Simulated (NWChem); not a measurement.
**CH2F2 (difluoromethane): BP86/6-311++G(3df,3pd)**

What is the electronic atomisation energy of CH2F2 (difluoromethane) at BP86/6-311++G(3df,3pd)? 

The calculation is run with NWChem 7.3.0.

3 further runs of the same task are left out: 3 set aside as unsound or not needed.

**1. Starting point**

CH2F2 has 5 atoms, charge 0, and is taken as a singlet. SMILES: `FCF`. Geometry: relaxed at PBE0-D4/def2-TZVP.

Bond lengths: F1–C2 1.351 Å, C2–F3 1.351 Å, C2–H4 1.093 Å, C2–H5 1.094 Å. Angles: F1–C2–F3 108.6°, F1–C2–H4 108.8°, F1–C2–H5 108.8°, F3–C2–H4 108.8°, F3–C2–H5 108.8°, H4–C2–H5 113.0°.

**2. A single-point energy at BP86/6-311++G(3df,3pd) (run 1)**

Input file nw.nw:

```
start nw
title "CH2F2"
memory stack 880 mb heap 220 mb global 1100 mb
geometry units angstroms noautosym nocenter noautoz
 F       -1.073300       0.191200       0.698300
 C        0.010100      -0.016900      -0.082300
 F        1.090500      -0.179200       0.713200
 H       -0.142700      -0.932900      -0.659500
 H        0.165300       0.864200      -0.711100
end
basis spherical bse
 * library "6-311++G(3df,3pd)"
end
dft
 xc becke88 perdew86
 grid fine
 convergence energy 1e-08
 iterations 100
 mulliken
 print low
end
task dft energy
```

Launch:

```
nwchem nw.nw > nw.out
```

Standard output:

```text
[...]
 d= 0,ls=0.0,diis     1   -238.9705279906 -3.16D+02  6.04D-03  1.35D+00     4.4
[...]
 d= 0,ls=0.0,diis     8   -239.0758354049  3.13D-09  6.66D-07  9.03D-08    32.2
         Total DFT energy =     -239.075835404892
      One electron energy =     -484.740294320232
           Coulomb energy =      195.292118572513
    Exchange-Corr. energy =      -27.095875799199
 Nuclear repulsion energy =       77.468216142026
[...]
      Total Density - Mulliken Population Analysis
     ---------------------------------------------
    Atom       Charge   Shell Charges
 -----------   ------   -------------------------------------------------------
    1 F    9     9.34   1.08  0.91  1.18  1.08  2.31  0.90  1.71  0.04  0.09  0.00  0.00  0.02  0.00
    2 C    6     5.27   1.11  0.88  0.61  0.78  1.29  0.33  0.11  0.02  0.02  0.00  0.15 -0.05  0.03
    3 F    9     9.34   1.08  0.91  1.18  1.08  2.31  0.90  1.71  0.04  0.09  0.00  0.00  0.02  0.00
    4 H    1     1.03   0.28  0.54  0.14  0.00  0.00  0.02  0.03  0.00
    5 H    1     1.03   0.28  0.54  0.14  0.00  0.00  0.02  0.03  0.00
[...]
```

Run time: 33 s. Hardware: 1 thread of Intel Xeon Platinum 8375C at 2.90GHz (Ice Lake), shared host; peak memory 0.12 GiB.

**3. The C atom (run 2)**

Input file test.nw:

```
START test
memory total 2200 mb
GEOMETRY noautosym nocenter noautoz
C      0.000000     0.000000     0.000000
END
BASIS spherical bse
* library "6-311++G(3df,3pd)"
END
DFT
xc becke88 perdew86
mult 3
grid fine
convergence energy 1e-08
maxiter 100
mulliken
noprint "final vectors analysis"
END
TASK dft energy
```

Run the same way, it converges to -37.84446 Eh (log not shown).

Run 3 isn't shown in full; the table further down has it.

**4. The H atom (run 4)**

Input file h.nw:

```
start h
title "H"
memory 2200 mb

geometry units angstroms noautosym nocenter noautoz
  H      0.000000     0.000000     0.000000
end

basis spherical bse
  * library "6-311++G(3df,3pd)"
end

dft
  xc becke88 perdew86
  mult 2
  grid fine
  convergence energy 1e-08
  iterations 100
  mulliken
  noprint "final vectors analysis"
end

task dft energy
```

Run the same way, it converges to -0.50014 Eh (log not shown).

**5. All runs side by side**

```tsv
run	level	partner	energy (Eh)	wall time
1	BP86/6-311++G(3df,3pd)	base	-239.075835	33 s
2	UBP86/6-311++G(3df,3pd)	atoms	-37.844464	1.3 s
3	UBP86/6-311++G(3df,3pd)	atoms	-99.753315	1.3 s
4	UBP86/6-311++G(3df,3pd)	atoms	-0.500137	0.66 s
```

**6. Outcome**

At BP86/6-311++G(3df,3pd):

```
                     quantity        value
         H atom: total energy  -0.50014 Eh
                 H atom: ⟨S²⟩        0.750
electronic atomisation energy    19.714 eV
```

What this shows: Taking the molecule apart into free atoms costs 19.71 eV (1902 kJ/mol), before zero-point energy and without spin-orbit coupling. All runs together took 36 s, the longest 33 s.
